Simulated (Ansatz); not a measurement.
**GeC+ (quartet): wave-function methods side by side, cc-pVTZ**

Aim: climb from Hartree-Fock through coupled cluster and multireference methods for GeC+ (quartet) at one geometry and basis, and see what each rung misses.

Program: Ansatz 0.2.0, Gaussian basis. Level of theory: cc-pVTZ, core rule «outside noble gas», up to 15 orbitals frozen. These are calculated values, not measurements.

To be run: UHF; CCSD(T) on ROHF; CCSD(T) on UHF; BCCD(T) on ROHF; CISD; CCSDT(Q) on ROHF; CCSDT(Q) on UHF; CASSCF and MRCISD+Q, 7 electrons in 8 orbitals; CASSCF and NEVPT2, 7 electrons in 8 orbitals.

12 further runs of the same task are left out: 4 that didn't finish, 8 set aside as unsound or not needed.

### Step 1. What is computed

The geometry is a PBE0/def2-TZVP stationary point (not a proven minimum). No spin-orbit coupling is included. The filled d shell of Ge may be among the frozen orbitals whatever the setting's name suggests; the logs give the count.

2 atoms, charge 1, spin multiplicity 4.

Atoms are counted from 1 here; the program's logs count them from 0.

Bond lengths: Ge1–C2 1.910 Å.

### Step 2. UHF

File in.yaml:

```yaml
crystal:
  periodic: [false, false, false]
  atoms:
    - {symbol: Ge, position_ang: [0.000000, 0.000000, 0.000000]}
    - {symbol: C, position_ang: [0.000000, 0.000000, 1.910400]}
basis:
  gaussian: {orbitals: cc-pVTZ}
total_charge: 1
magnetization: {spin_polarized: true, initial_magnetization: 3}
hamiltonian: {xc: hf}
output: {orbitals: {seedname: orbitals}}
```

Launch:

```sh
$ ansatz run in.yaml --threads 1 --pin off --events-out ev --progress --plain --max-ram 2393MiB
```

The runs that follow: CCSD(T) on ROHF; CCSD(T) on UHF; BCCD(T) on ROHF; CISD; CCSDT(Q) on ROHF; CCSDT(Q) on UHF; CASSCF and MRCISD+Q, 7 electrons in 8 orbitals; CASSCF and NEVPT2, 7 electrons in 8 orbitals.

**Question.** What will the summary of the whole plan be? Wanted: UCCSDT(Q) below the RHF energy; RMP2 from UCCSDT(Q); UMP2 from UCCSDT(Q); RCCSD from UCCSDT(Q); RCCSD(T) from UCCSDT(Q); UCCSD(T) from UCCSDT(Q); RCCSDT(Q) from UCCSDT(Q); NEVPT2 valence from UCCSDT(Q); MRCISD+Q valence from UCCSDT(Q).

As calculated:

```
                         quantity                                        value
   UCCSDT(Q) below the RHF energy                                   -4.7925 eV
              RMP2 from UCCSDT(Q)                                  +1116.8 meV
              UMP2 from UCCSDT(Q)                                  +1114.4 meV
             RCCSD from UCCSDT(Q)                                   +297.1 meV
          RCCSD(T) from UCCSDT(Q)                                    +71.8 meV
          UCCSD(T) from UCCSDT(Q)                                    +67.5 meV
         RCCSDT(Q) from UCCSDT(Q)                                     +5.8 meV
    NEVPT2 valence from UCCSDT(Q)                                   +598.4 meV
  MRCISD+Q valence from UCCSDT(Q)                                    +28.7 meV
levels within 1 kcal/mol (43 meV)  RCCSDT, UCCSDT, RCCSDT(Q), MRCISD+Q valence
                    T1 diagnostic                                        0.054
   effectively unpaired electrons                                         3.05
```

RCCSD(T) lands +71.8 meV from the yardstick (1.5 % of the correlation energy). The occupations are near whole numbers, but T1 = 0.054 shows that the orbitals relax strongly. Of the multireference levels listed MRCISD+Q valence comes nearest in total energy (+28.7 meV), which doesn't show that its space is the better one. These misses are within one basis, not against nature; the frozen cores of restricted and unrestricted runs differ, which can shift their rows.
